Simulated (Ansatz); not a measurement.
# Al₂Cl₂F₄: how energies converge with the basis set

One table from this session's results is given with a row withheld; the runs are named, their logs left out.

Program: Ansatz 0.2.0, Gaussian basis. Level of theory: one geometry, several basis sets. These are calculated values, not measurements.

Plan: PBE0-D4/def2-SVP; ωB97M-V/def2-SVP; PBE0-D4/def2-QZVPP; ωB97M-V/def2-QZVPP; the functionals' def2-TZVPP values are taken from earlier runs.

### The geometry

An earlier PBE0-D4 in a triple-zeta def2 set relaxation fixed the geometry.

SMILES `[F][Al-]1([F])[Cl+][Al-]([F])([F])[Cl+]1`, 8 atoms, charge 0, spin multiplicity 1.

Atoms are counted from 1 here; the program's logs count them from 0.

Bond lengths: F1–Al2 1.633 Å, Al2–F3 1.633 Å, Al2–Cl4 2.252 Å, Al2–Cl8 2.252 Å, Cl4–Al5 2.252 Å, Al5–F6 1.633 Å, Al5–F7 1.633 Å, Al5–Cl8 2.252 Å. Angles: F1–Al2–F3 122.3°, F1–Al2–Cl4 109.5°, F1–Al2–Cl8 109.5°, F3–Al2–Cl4 109.5°, F3–Al2–Cl8 109.5°, Cl4–Al2–Cl8 92.5°, Al2–Cl4–Al5 87.5°, Cl4–Al5–F6 109.5°, Cl4–Al5–F7 109.5°, Cl4–Al5–Cl8 92.5°, F6–Al5–F7 122.3°, F6–Al5–Cl8 109.5°, F7–Al5–Cl8 109.5°, Al2–Cl8–Al5 87.5°.

Set-up of the first run:

in.yaml

```yaml
crystal:
  periodic: [false, false, false]
  atoms:
    - {symbol: F, position_ang: [1.817368, -0.746723, 1.919489]}
    - {symbol: Al, position_ang: [0.860599, -1.122074, 0.650523]}
    - {symbol: F, position_ang: [0.774491, -2.633879, 0.039288]}
    - {symbol: Cl, position_ang: [1.219880, 0.344030, -1.020390]}
    - {symbol: Al, position_ang: [-0.860589, 1.122105, -0.650505]}
    - {symbol: F, position_ang: [-0.775936, 2.634597, -0.040777]}
    - {symbol: F, position_ang: [-1.816664, 0.744618, -1.919361]}
    - {symbol: Cl, position_ang: [-1.219150, -0.342684, 1.021732]}
basis:
  gaussian: {orbitals: def2-SVP}
hamiltonian: {xc: pbe0, dispersion: d4}
output: {orbitals: {seedname: orbitals}}
```

Launch:

```
$ ansatz run in.yaml --threads 4 --pin off --events-out ev --progress --plain --max-ram 11315MiB
```

Among the steps run: PBE0-D4 in def2-SVP; ωB97M-V in def2-SVP; PBE0-D4 in def2-QZVPP; ωB97M-V in def2-QZVPP.

One table of the session follows, with a row left open; its other results are not shown here.

It belongs to the step «Functionals by basis». 

```
functional       basis  HOMO (eV)
   PBE0-D4    def2-SVP     -11.03
   PBE0-D4  def2-TZVPP     -11.01
   PBE0-D4  def2-QZVPP     -11.04
   ωB97M-V    def2-SVP     -13.29
   ωB97M-V  def2-TZVPP     -13.31
   ωB97M-V  def2-QZVPP          ?
```

Q: Estimate the row for ωB97M-V, def2-QZVPP from the others.

As computed: HOMO (eV): -13.35. In the column «HOMO (eV)» it is the lowest.
